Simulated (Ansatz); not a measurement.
# C8H18F2Sn: small, medium and large basis sets

The task here is to estimate one member of a computed series from the others.

Computed with Ansatz 0.2.0, Gaussian basis. Level: one geometry, several basis sets.

The runs, in order: PBE0-D4/def2-SVP; ωB97M-V/def2-SVP; PBE0-D4/def2-QZVPP; ωB97M-V/def2-QZVPP; the functionals' def2-TZVPP values are taken from earlier runs.

## The geometry

An earlier PBE0-D4 in a triple-zeta def2 set relaxation fixed the geometry. Sn takes the def2 core potential; no spin-orbit term is included.

29 atoms, charge 0, spin multiplicity 1.

Atoms are counted from 1 here; the program's logs count them from 0.

Bond lengths: C1–C2 1.522 Å, C1–H12 1.092 Å, C1–H13 1.095 Å, C1–H14 1.096 Å, C2–C3 1.524 Å, C2–C4 1.526 Å, C2–H15 1.096 Å, C3–H16 1.095 Å, C3–H17 1.093 Å, C3–H18 1.092 Å, C4–Sn5 2.133 Å, C4–H19 1.093 Å, C4–H20 1.095 Å, Sn5–F6 1.929 Å, Sn5–F7 1.927 Å, Sn5–C8 2.132 Å, C8–C9 1.526 Å, C8–H21 1.095 Å and more. Angles: C2–C1–H12 111.2°, C2–C1–H13 110.9°, C2–C1–H14 112.0°, H12–C1–H13 107.7°, H12–C1–H14 106.8°, H13–C1–H14 108.0°, C1–C2–C3 110.7°, C1–C2–C4 111.6°, C1–C2–H15 108.0°, C3–C2–C4 110.1°, C3–C2–H15 108.2°, C4–C2–H15 108.1°, C2–C3–H16 110.7°, C2–C3–H17 111.1°, C2–C3–H18 111.3°, H16–C3–H17 107.8°, H16–C3–H18 107.8°, H17–C3–H18 108.0° and more.

As a file:

```mol
C8H18F2Sn
  3D, bonds by distance, orders not assigned

 29 28  0  0  0  0  0  0  0  0999 V2000
   -1.1604    1.4224   -1.4684 C   0  0
    0.1096    2.2502   -1.3310 C   0  0
    0.5923    2.7275   -2.6950 C   0  0
    1.2158    1.4703   -0.6256 C   0  0
    0.6831    0.8467    1.3431 Sn  0  0
   -0.1774    2.3859    2.1262 F   0  0
    2.3313    0.7417    2.3361 F   0  0
   -0.4967   -0.8325    1.9192 C   0  0
   -0.4687   -1.9900    0.9254 C   0  0
    0.9444   -2.5149    0.7169 C   0  0
   -1.3943   -3.1065    1.3926 C   0  0
   -1.9337    1.9723   -2.0092 H   0  0
   -0.9646    0.4956   -2.0177 H   0  0
   -1.5837    1.1546   -0.4940 H   0  0
   -0.1256    3.1320   -0.7242 H   0  0
    0.8313    1.8766   -3.3408 H   0  0
   -0.1743    3.3237   -3.1968 H   0  0
    1.4912    3.3417   -2.6048 H   0  0
    2.1214    2.0702   -0.5042 H   0  0
    1.4907    0.5785   -1.1985 H   0  0
   -0.1128   -1.1451    2.8954 H   0  0
   -1.5107   -0.4533    2.0717 H   0  0
   -0.8452   -1.6284   -0.0407 H   0  0
    0.9553   -3.3529    0.0164 H   0  0
    1.3726   -2.8605    1.6623 H   0  0
    1.6182   -1.7491    0.3172 H   0  0
   -2.4179   -2.7468    1.5206 H   0  0
   -1.4126   -3.9306    0.6746 H   0  0
   -1.0577   -3.5072    2.3537 H   0  0
  1  2  8  0
  2  3  8  0
  2  4  8  0
  4  5  8  0
  5  6  8  0
  5  7  8  0
  5  8  8  0
  8  9  8  0
  9 10  8  0
  9 11  8  0
  1 12  8  0
  1 13  8  0
  1 14  8  0
  2 15  8  0
  3 16  8  0
  3 17  8  0
  3 18  8  0
  4 19  8  0
  4 20  8  0
  8 21  8  0
  8 22  8  0
  9 23  8  0
 10 24  8  0
 10 25  8  0
 10 26  8  0
 11 27  8  0
 11 28  8  0
 11 29  8  0
M  END
```

Set-up of the first run:

Contents of in.yaml:

```yaml
crystal:
  periodic: [false, false, false]
  atoms:
    - {symbol: C, position_ang: [-1.160368, 1.422399, -1.468395]}
    - {symbol: C, position_ang: [0.109649, 2.250210, -1.331018]}
    - {symbol: C, position_ang: [0.592298, 2.727547, -2.694994]}
    - {symbol: C, position_ang: [1.215817, 1.470306, -0.625627]}
    - {symbol: Sn, position_ang: [0.683055, 0.846696, 1.343098]}
    - {symbol: F, position_ang: [-0.177370, 2.385859, 2.126215]}
    - {symbol: F, position_ang: [2.331272, 0.741656, 2.336145]}
    - {symbol: C, position_ang: [-0.496717, -0.832485, 1.919243]}
    - {symbol: C, position_ang: [-0.468739, -1.989986, 0.925396]}
    - {symbol: C, position_ang: [0.944355, -2.514873, 0.716927]}
    - {symbol: C, position_ang: [-1.394322, -3.106536, 1.392641]}
    - {symbol: H, position_ang: [-1.933667, 1.972299, -2.009190]}
    - {symbol: H, position_ang: [-0.964579, 0.495580, -2.017672]}
    - {symbol: H, position_ang: [-1.583730, 1.154612, -0.493992]}
    - {symbol: H, position_ang: [-0.125578, 3.132004, -0.724180]}
    - {symbol: H, position_ang: [0.831348, 1.876634, -3.340822]}
    - {symbol: H, position_ang: [-0.174313, 3.323668, -3.196774]}
    - {symbol: H, position_ang: [1.491195, 3.341681, -2.604810]}
    - {symbol: H, position_ang: [2.121376, 2.070187, -0.504204]}
    - {symbol: H, position_ang: [1.490653, 0.578471, -1.198538]}
    - {symbol: H, position_ang: [-0.112791, -1.145088, 2.895374]}
    - {symbol: H, position_ang: [-1.510659, -0.453287, 2.071689]}
    - {symbol: H, position_ang: [-0.845235, -1.628423, -0.040670]}
    - {symbol: H, position_ang: [0.955257, -3.352891, 0.016396]}
    - {symbol: H, position_ang: [1.372606, -2.860472, 1.662311]}
    - {symbol: H, position_ang: [1.618229, -1.749097, 0.317181]}
    - {symbol: H, position_ang: [-2.417925, -2.746813, 1.520564]}
    - {symbol: H, position_ang: [-1.412608, -3.930593, 0.674608]}
    - {symbol: H, position_ang: [-1.057711, -3.507162, 2.353694]}
basis:
  gaussian: {orbitals: def2-SVP}
hamiltonian: {xc: pbe0, dispersion: d4}
output: {orbitals: {seedname: orbitals}}
```

Started as:

```console
> ansatz run in.yaml --threads 11 --pin off --events-out ev --progress --plain --max-ram 174080MiB --backend cpu
```

Among the steps run: PBE0-D4 in def2-SVP; ωB97M-V in def2-SVP; PBE0-D4 in def2-QZVPP; ωB97M-V in def2-QZVPP.

One of the session's tables, all rows but one given; the rest of the session is left out.

It belongs to the step «Functionals by basis». 

```
functional       basis  HOMO (eV)  LUMO (eV)
   PBE0-D4    def2-SVP          ?          ?
   PBE0-D4  def2-TZVPP      -7.88      -0.32
   PBE0-D4  def2-QZVPP      -7.88      -0.43
   ωB97M-V    def2-SVP      -9.98       1.86
   ωB97M-V  def2-TZVPP     -10.00       1.41
   ωB97M-V  def2-QZVPP     -10.00       1.07
```

Q: Estimate the row for PBE0-D4, def2-SVP from the others.

The run gave: HOMO (eV): -7.86; LUMO (eV): -0.02. In the column «HOMO (eV)» it is the highest.
